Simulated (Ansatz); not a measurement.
This script makes vertical energies of changing the electron count of H4OS2SeSi, SMILES O[SiH]([SeH])SS with Ansatz 0.2.0 through its Python package.

`h4os2sesi.xyz`
```text
9

O     0.00500    0.05320    1.46710
Si    0.30520   -0.43430   -0.14000
Se    0.80930   -2.64600   -0.10740
S    -1.33540   -0.13200   -1.39910
S    -1.24100    1.96970   -1.31370
H     0.07650    1.09640    1.42530
H     1.47700    0.32890   -0.67100
H     2.06030   -2.34040    0.84030
H    -2.06830    2.05830   -0.11860
```

Script `h4os2sesi.py`:
```python
# -*- coding: utf-8 -*-
"""Removing and adding an electron on H4OS2SeSi at fixed geometry."""

import ansatz

BASIS = "def2-SVPD"
XC = "PBE"
VDW = "d3bj"


def single_point(molecule, charge=0, unpaired=0):
    calc = (
        molecule.calculation()
        .basis(gaussian=BASIS)  # the orbital basis, by name
        .functional(XC, dispersion=VDW)
    )
    if charge:
        calc = calc.charge(charge)
    if unpaired:
        calc = calc.spin("collinear", total=unpaired)
    report = calc.run(threads=1).report
    if report["published_state_doubts"]:
        print("  doubts:", report["published_state_doubts"])
    return report["free_energy_ev"]

h4os2sesi = ansatz.Crystal.molecule_from_extxyz("h4os2sesi.xyz")

# delta-SCF style differences, no relaxation
parent = single_point(h4os2sesi, 0, 0)
cation = single_point(h4os2sesi, 1, 1)
print(f"E(N)   = {parent:.5f} eV")
print(f"E(N-1) = {cation:.5f} eV  (1 unpaired)")
print(f"vertical ionisation energy {cation - parent:.3f} eV")
anion = single_point(h4os2sesi, -1, 1)
print(f"E(N+1) = {anion:.5f} eV  (1 unpaired)")
print(f"vertical electron affinity {parent - anion:.3f} eV" + ("" if anion < parent else " (unbound in this basis)"))
print(f"fundamental gap IP - EA = {cation + anion - 2 * parent:.3f} eV")
```

What does it cost to change the electron count at this fixed geometry?

At this unrelaxed geometry removing an electron costs 8.80 eV and adding one releases 0.72 eV.

The run itself:

```console
$ python h4os2sesi.py
E(N)   = -96969.24869 eV
E(N-1) = -96960.44810 eV  (1 unpaired)
vertical ionisation energy 8.801 eV
E(N+1) = -96969.96484 eV  (1 unpaired)
vertical electron affinity 0.716 eV
fundamental gap IP - EA = 8.084 eV
```

Total energies depend on the basis set; only differences at equal settings carry meaning. The geometry is a force-field or estimated start, not a minimum of this method, and the basis set is short of its limit. All parts are taken at fixed geometry, without zero-point energy. At an unrelaxed start these energies can be a whole eV from those at the minimum, and a small affinity can change sign. Wall time of the script: 110 s on 1 thread of Arm Neoverse V1 (shared host), peak memory 0.66 GiB.
